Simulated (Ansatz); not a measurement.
# CH3GeNO: basis-set convergence

The task here is to estimate one member of a computed series from the others.

Program: Ansatz 0.2.0, Gaussian basis. Level of theory: one geometry, several basis sets. These are calculated values, not measurements.

The runs, in order: PBE0-D4/def2-SVP; ωB97M-V/def2-SVP; PBE0-D4/def2-QZVPP; ωB97M-V/def2-QZVPP; the functionals' def2-TZVPP values are taken from earlier runs.

## The geometry

All runs share one geometry, relaxed beforehand with PBE0-D4 in a triple-zeta def2 set.

SMILES `N=[C]1[O][GeH2]1`, 7 atoms, charge 0, spin multiplicity 1.

Atoms are counted from 1 here; the program's logs count them from 0.

Bond lengths: N1–C2 1.244 Å, N1–H5 1.012 Å, C2–O3 1.307 Å, C2–Ge4 1.936 Å, O3–Ge4 1.917 Å, Ge4–H6 1.531 Å, Ge4–H7 1.531 Å. Angles: C2–N1–H5 113.0°, N1–C2–O3 134.2°, N1–C2–Ge4 156.5°, O3–C2–Ge4 69.4°, C2–O3–Ge4 71.0°, C2–Ge4–O3 39.7°, C2–Ge4–H6 121.6°, C2–Ge4–H7 121.6°, O3–Ge4–H6 107.9°, O3–Ge4–H7 107.9°, H6–Ge4–H7 113.9°.

Set-up of the first run:

in.yaml reads:

```yaml
crystal:
  periodic: [false, false, false]
  atoms:
    - {symbol: N, position_ang: [-0.997730, -1.700466, -0.321931]}
    - {symbol: C, position_ang: [-0.230481, -0.774948, -0.001614]}
    - {symbol: O, position_ang: [0.855390, -0.701493, 0.722932]}
    - {symbol: Ge, position_ang: [0.432385, 1.043602, 0.051267]}
    - {symbol: H, position_ang: [-1.762181, -1.393980, -0.910742]}
    - {symbol: H, position_ang: [0.170063, 1.958713, 1.250839]}
    - {symbol: H, position_ang: [1.593654, 1.500372, -0.836452]}
basis:
  gaussian: {orbitals: def2-SVP}
hamiltonian: {xc: pbe0, dispersion: d4}
output: {orbitals: {seedname: orbitals}}
```

Started as:

```bash
> ansatz run in.yaml --threads 2 --pin off --events-out ev --progress --plain --max-ram 4352MiB
```

Steps of the session up to this table: PBE0-D4 in def2-SVP; ωB97M-V in def2-SVP; PBE0-D4 in def2-QZVPP; ωB97M-V in def2-QZVPP.

One table of the session follows, with a row left open; its other results are not shown here.

It belongs to the step «Density functionals: the series». 

| functional | basis | HOMO (eV) | LUMO (eV) |
| --- | --- | --- | --- |
| PBE0-D4 | def2-SVP | -6.95 | -1.60 |
| PBE0-D4 | def2-TZVPP | -7.07 | -1.75 |
| PBE0-D4 | def2-QZVPP | -7.11 | -1.85 |
| ωB97M-V | def2-SVP | -9.02 | 0.32 |
| ωB97M-V | def2-TZVPP | ? | ? |
| ωB97M-V | def2-QZVPP | -9.21 | -0.12 |

Estimate the missing values for ωB97M-V, def2-TZVPP.

As computed: HOMO (eV): -9.18; LUMO (eV): 0.09. In the column «HOMO (eV)» it lies between ωB97M-V, def2-QZVPP (-9.21) and ωB97M-V, def2-SVP (-9.02).
